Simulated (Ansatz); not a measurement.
# Ge2Sb2Te5 (Cm) in Ansatz: a series of runs, part 2 of 2

Ansatz 0.2.0.

## (4) Single point, PBE (strained by +1 %)

File input.yaml:

```yaml
crystal:
  lattice:
    - [6.82380597, -3.03181032, 0.0]
    - [6.85446603, 3.10020168, 0.0]
    - [-6.830977, -0.034154885, 6.847609]
  atoms:
    - { symbol: Te, position: [0.594702, 0.594702, 0.386433] }
    - { symbol: Te, position: [0.795288, 0.795288, 0.196112] }
    - { symbol: Te, position: [0.008324, 0.008324, 0.006435] }
    - { symbol: Te, position: [0.206519, 0.206519, 0.809803] }
    - { symbol: Te, position: [0.399959, 0.399959, 0.597118] }
    - { symbol: Sb, position: [0.901708, 0.901708, 0.587873] }
    - { symbol: Sb, position: [0.11187, 0.11187, 0.417352] }
    - { symbol: Ge, position: [0.284287, 0.284287, 0.18783] }
    - { symbol: Ge, position: [0.497343, 0.497343, 0.011044] }
hamiltonian:
  xc: pbe
  pseudopotentials: { kind: paw }
kpoints:
  mp_grid: { grid: [4, 4, 3] }
scf:
  occupations: { method: fermi_dirac, width: 0.05 }
output:
  forces: true
  stress: true
  eigenvalues: true
```

Potentials or basis: Ansatz PAW.

On the command line:

```bash
> ansatz run input.yaml --threads 4 --pin off --max-ram 11264MiB --backend cpu --events-out ev --progress --plain --runs-dir out
```

The log of the run:

```text
Warning: RAYON_NUM_THREADS=4 ignored (pool sized by the plan → 4); use --threads N
[... 79 lines left out ...]
  k-point 2: bands = ["-28.6452", "-28.6307", "-28.6065", "-28.5913", "-28.5781", "-28.5596", "-28.5587", "-28.5498", "-28.5301", "-28.5269", "-28.5135", "-28.5111", "-28.5079", "-28.5024", "-28.5019", "-28.4422", "-28.4398", "-28.4114", "-28.4075", "-28.4029", "-28.2566", "-28.2522", "-28.0930", "-28.0899", "-28.0420", "-21.3156", "-21.3116", "-21.3096", "-21.3033", "-21.3024", "-21.2997", "-21.2989", "-21.2979", "-21.2920", "-21.2901", "-16.5857", "-16.5829", "-16.5800", "-16.5755", "-16.5703", "-16.5660", "-16.5633", "-16.5602", "-16.5588", "-16.5556", "-4.3467", "-2.8972", "-2.7679", "-2.6976", "-2.3802", "-1.2194", "-0.6175", "0.0136", "1.5503", "3.5299", "4.0283", "4.3288", "4.5862", "4.9722", "5.1340", "5.4066", "5.8445", "6.0077", "6.3229", "6.5896", "6.8423", "7.1588", "7.7075", "7.8490", "9.2547", "9.4317", "9.6784", "10.3092", "10.7142", "10.8560", "11.1229", "11.2777", "11.8869", "11.9250", "12.3152", "12.7983", "13.1129", "13.2881"]
  k-point 25: bands = ["-28.6454", "-28.6307", "-28.6066", "-28.5915", "-28.5781", "-28.5596", "-28.5587", "-28.5498", "-28.5301", "-28.5269", "-28.5135", "-28.5111", "-28.5079", "-28.5024", "-28.5019", "-28.4422", "-28.4398", "-28.4114", "-28.4075", "-28.4029", "-28.2566", "-28.2522", "-28.0930", "-28.0899", "-28.0420", "-21.3157", "-21.3117", "-21.3089", "-21.3032", "-21.3021", "-21.2995", "-21.2993", "-21.2980", "-21.2919", "-21.2900", "-16.5858", "-16.5827", "-16.5799", "-16.5756", "-16.5703", "-16.5660", "-16.5633", "-16.5603", "-16.5588", "-16.5556", "-4.1606", "-3.6773", "-2.8349", "-2.5564", "-2.4353", "-0.5796", "0.0531", "0.8667", "1.4021", "2.9447", "3.2489", "3.9957", "4.4326", "4.5894", "4.6551", "5.3419", "5.5397", "5.6464", "6.0723", "6.7391", "7.1770", "7.2999", "7.4685", "7.8910", "8.7382", "9.2163", "10.2098", "10.7347", "11.0088", "11.4138", "11.7165", "11.9921", "12.1823", "12.3432", "12.4598", "12.8749", "13.0402", "13.2301"]
```

Wall time 16 s (4 threads of Arm Neoverse V2, shared host); peak memory 1 GiB.

What came out:

* Free energy: -56459.2928 eV
* Pressure: -0.1 GPa
* Largest force: 0.159 eV/Å
* Band gap on the k mesh: none (metal or under the smearing width)

Forces on the atoms (eV/Å):
```
Te   0.033  0.018  0.027
Te   0.055 -0.011 -0.020
Te  -0.007  0.016 -0.015
Te   0.046  0.002 -0.029
Te   0.046 -0.002 -0.042
Sb   0.013 -0.004 -0.077
Sb   0.021  0.001  0.064
Ge  -0.157 -0.008  0.024
Ge  -0.050 -0.012  0.068
```

Stress tensor (GPa, compression positive):
```
-0.19 -0.15 -0.10
-0.15 -0.11  0.00
-0.10  0.00 -0.13
```

Levels at points of the mesh, in eV from the Fermi level:
```
             k point  band 67  band 68  band 69  band 70  band 71  band 72
  (0.00, 0.00, 0.00)    -0.54    -0.46    -0.45     1.00     1.30     2.39
 (0.00, -0.50, 0.00)    -0.73    -0.59    -0.06     0.00     0.53     0.65
 (-0.50, 0.00, 0.00)    -0.75    -0.59    -0.04     0.04     0.53     0.65
(-0.50, -0.50, 0.00)    -0.89    -0.84    -0.83     2.10     2.59     2.77
```

The run has no spin-orbit coupling, so splittings on Sb, Te are missing.

## (5) Relaxation of cell and atoms, revPBE

Edit input.yaml of step 4 so:

```diff
@@ -2,5 +2,5 @@
   lattice:
-    - [6.82380597, -3.03181032, 0.0]
-    - [6.85446603, 3.10020168, 0.0]
-    - [-6.830977, -0.034154885, 6.847609]
+    - [6.839136, -3.066006, 0.0]
+    - [6.839136, 3.066006, 0.0]
+    - [-6.830977, 0.0, 6.847609]
   atoms:
@@ -16,3 +16,3 @@
 hamiltonian:
-  xc: pbe
+  xc: revpbe
   pseudopotentials: { kind: paw }
@@ -26 +26,5 @@
   eigenvalues: true
+relax:
+  f_tol: 0.01
+  max_steps: 40
+  cell: { stress_tol: 0.05 }
```

On the command line:

```bash
> ansatz run input.yaml --threads 4 --pin off --max-ram 11264MiB --backend cpu --events-out ev --progress --plain --runs-dir out
```

It took 5.1 min on 4 threads of Arm Neoverse N1, shared host; peak memory 1.2 GiB.

It converged, with:

```yaml
Free_energy: -56511.4714 eV
Relaxed_volume: 33.73 Å³/atom
Relaxed_cell: a = 7.746 Å, b = 7.746 Å, c = 10.089 Å, α = 131.84°, β = 131.84°, γ = 46.92°
Space_group_after_relaxing_to_0.05_Å: Cm (No. 8)
Energy_gained_by_relaxing: 11.4 meV/atom
Ionic_steps: 13
Pressure_after_relaxing: 0.0 GPa
Largest_force_after_relaxing: 0.007 eV/Å
Band_gap_on_the_k_mesh: 0.23 eV, direct
```

Forces in eV/Å, atoms in the order of the input:
```
Te  -0.007  0.000 -0.002
Te   0.002  0.000 -0.001
Te  -0.003  0.000 -0.001
Te   0.003  0.000  0.003
Te   0.001  0.000  0.001
Sb   0.004  0.000  0.001
Sb  -0.001  0.000 -0.001
Ge   0.002  0.000  0.000
Ge  -0.001  0.000 -0.002
```

Step by step:
```csv
step,energy change (eV),largest force (eV/Å),volume (Å³)
1,0.0000,0.1584,287.17
2,-0.0240,0.1637,294.62
3,-0.0374,0.1180,295.13
4,-0.0508,0.1395,296.50
5,-0.0608,0.2933,298.59
6,-0.0818,0.0966,299.48
7,-0.0870,0.1093,300.44
8,-0.0888,0.1070,305.33
9,-0.0967,0.1149,305.08
10,-0.0997,0.0292,303.70
11,-0.1002,0.0176,303.71
12,-0.1003,0.0070,303.57
13,-0.1027,0.0070,303.57
```

Final structure:
```xyz
9
Lattice="7.1049 -3.0842 -0.1208 7.1049 3.0842 -0.1208 -7.2175 0.0000 7.0494" Properties=species:S:1:pos:R:3 pbc="T T T"
Te    5.8108    0.0000    2.4890
Te    9.9802    0.0000    1.2740
Te    0.1575    0.0000   -0.0313
Te   -2.7640    0.0000    5.6234
Te    1.4152    0.0000    4.0866
Sb    8.4638    0.0000    3.8549
Sb   -1.5616    0.0000    3.0335
Ge    2.4737    0.0000    1.4415
Ge    6.9261    0.0000   -0.1318
```

Levels at points of the mesh, in eV from the valence-band top:
```tsv
k point	band 67	band 68	band 69	band 70	band 71	band 72
(0.00, 0.00, 0.00)	-0.65	-0.58	-0.43	1.09	1.48	2.19
(0.00, -0.50, 0.00)	-0.58	-0.40	0.00	0.23	0.69	0.89
(-0.50, -0.50, 0.00)	-0.88	-0.85	-0.60	2.23	2.54	2.66
```

Caveat: odd divisions of the mesh miss points on the zone boundary, where band edges often lie, so the gap on the mesh can be too wide; the plane-wave basis is chosen anew once the cell has moved, so the energies of steps on either side of that aren't comparable; spin-orbit coupling is left out, which moves the levels of the heavy elements; the PAW data sets come from PBE, with cores solved anew for the run's functional, which leaves a small shift of forces and pressure.

## (6) Overview

```csv
task,level,cell,k mesh,gap on the mesh (eV),pressure (GPa),relaxed volume (Å³/atom),largest force (eV/Å)
single point,PBE,strained by +4 %,4 × 4 × 3,none,-0.1,-,0.16
relaxation of cell and atoms,RPBE+D3(BJ),relaxed,5 × 5 × 4,none,0.0,19.42,0.01
single point,PBE,strained by +1 %,4 × 4 × 3,none,-0.1,-,0.16
relaxation of cell and atoms,revPBE,relaxed,4 × 4 × 3,0.23,0.0,33.73,0.01
```

Alike in all rows: potentials or basis Ansatz PAW; no spin polarisation; cutoff (eV) 420; smearing fermi-dirac 0.05 eV.

Caveats: the plane-wave basis is chosen anew once the cell has moved, so the energies of steps on either side of that aren't comparable (some runs); the PAW data sets come from PBE, with cores solved anew for the run's functional, which leaves a small shift of forces and pressure (some runs); the volume moved by over 15 % at a fixed basis, so the end points are rough (some runs); pairwise dispersion overbinds metals, which lowers pressure and volume (some runs); odd divisions of the mesh miss points on the zone boundary, where band edges often lie, so the gap on the mesh can be too wide (some runs); spin-orbit coupling is left out, which moves the levels of the heavy elements (some runs).

Total energies depend on the potentials used, so only differences within one code and one set of settings carry meaning.
